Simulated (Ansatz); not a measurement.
Write a Python script for the Python package of Ansatz (0.2.0) that makes a check of PAW against all-electron LAPW of MnS, space group Pm-3m. Level of theory (first run): PBEsol, PAW, the default cutoff (420 eV here), 7×7×7 k-points, Fermi-Dirac smearing of 0.1 eV, collinear spin.

```yaml
crystal:
  lattice:
    - [3.09904, 0.00000, 0.00000]
    - [0.00000, 3.09904, 0.00000]
    - [0.00000, 0.00000, 3.09904]
  atoms:
    - { symbol: Mn, position: [0.50000, 0.50000, 0.50000] }
    - { symbol: S, position: [0.00000, 0.00000, 0.00000] }
```

Script `paw_lapw.py`:
```python
"""PAW against all-electron LAPW for MnS."""

import ansatz as az
import numpy as np
import pandas as pd


def count_gap(report):
    # lowest empty less highest filled band, counting bands; zero where they overlap
    return max(report.get("gap_by_band_count_ev") or 0.0, 0.0)


def main() -> None:
    crystal = (
        az.Lattice.of([3.09904, 0.0, 0.0], [0.0, 3.09904, 0.0], [0.0, 0.0, 3.09904])
        .atom("Mn", [0.5, 0.5, 0.5])
        .atom("S", [0.0, 0.0, 0.0])
        .moments(Mn=5.2)
    )

    model = crystal.calculation()
    model = model.functional(az.Functional.PBESOL)
    model = model.kpoints(7, center="gamma")
    model = model.occupations("Fermi-Dirac")
    model = model.spin("collinear")
    model = model.scf(tolerance=1e-08)
    model = model.stress()
    model = model.forces()
    model = model.band_table()
    variants = {
        "PAW": model.pseudopotentials("paw"),
        "LAPW": model.pseudopotentials("all_electron", lapw=True),
    }
    # totals differ by the cores that each treatment holds, so compare what does not depend on them
    rows = []
    for label, variant in variants.items():
        data = variant.run().report
        levels = np.array(data["eigenvalues_ev"][0]) - data["fermi_energy_ev"]
        print(label, "levels at the first k-point near E_F:", np.round(levels[np.abs(levels) < 5], 3))
        rows.append((label, data["n_electrons"], np.trace(data["stress_gpa"]) / 3, count_gap(data), data["magnetization_mub"]))
    print(pd.DataFrame(rows, columns=["treatment", "electrons in bands", "P GPa", "gap by band count eV", "moment muB"]).round(4).to_string(index=False))


if __name__ == "__main__":
    main()
```

Running `python paw_lapw.py` prints:
```text
DeckWarning: basis.ecutwfc = 420 eV, auto-derived from the records' recommended cutoffs: set by Mn (normal level)
DeckWarning: where an SCF of this run starts from atoms to list the orders of its open shells, Mn (site 0, from 0) starts with 5.00 μB on its 3d shell, in the place of the 5.20 μB that the deck gives it: its open shells can hold no more by Hund's first rule. [...]
DeckWarning: output.stress: scf.convergence.dr2_threshold = 1e-8 eV is looser than the 2e-10 eV advised for a printed stress (1e-10 eV for each atom of the cell: 2). What an SCF threshold leaves in a stress goes as its square root, and in the free energy as [...]
PAW levels at the first k-point near E_F: [-3.413 -3.413 -1.932 -1.932 -1.932 -1.772 -1.772 -1.772  1.877]
LAPW levels at the first k-point near E_F: [-3.411 -3.411 -1.933 -1.933 -1.933 -1.771 -1.771 -1.771  1.881]
treatment  electrons in bands    P GPa  gap by band count eV  moment muB
      PAW                21.0 -12.2371                   0.0      3.3841
     LAPW                29.0 -12.1832                   0.0      3.3842
```
(Warnings from the package without file and line, shortened.)

PAW gives -12.237 GPa and LAPW -12.183 GPa, 0.05 GPa apart. They took 2.3 and 12.4 s of processor time.

Absolute energies stand on the zero of these potentials, so only differences at equal settings mean something. A total without «per atom» is that of the cell as typed. The magnetic order follows from the starting moments and needn't be the lowest. For a metal this k-point mesh is coarse: on a finer one energies can move by several to tens of meV an atom and pressures by half a GPa or more, differences at one mesh by less. A gap by band count of zero or less means overlapping bands, a metal. With one magnetic atom the cell can hold only ferromagnetic order. Without a Hubbard U or exact exchange, semilocal functionals often make such 3d compounds metallic or too weakly gapped. At these settings the cell as given stands under about -12 GPa, so it isn't at this functional's equilibrium volume. The structure comes from a database of computed cells and needn't be a stable or known phase. Gaps and levels are Kohn-Sham values on a finite set of k-points. Pressure is positive in compression; the treatments may keep other shells as core, so totals and counts of electrons can differ. Wall time of the script: 16 s on 1 thread of Arm Neoverse V2, on a shared host, peak memory 0.52 GiB.

(A comment or docstring line of the script was reworded after the run, the code is as it ran; lines on the test bed's own set-up are left out of the output.)
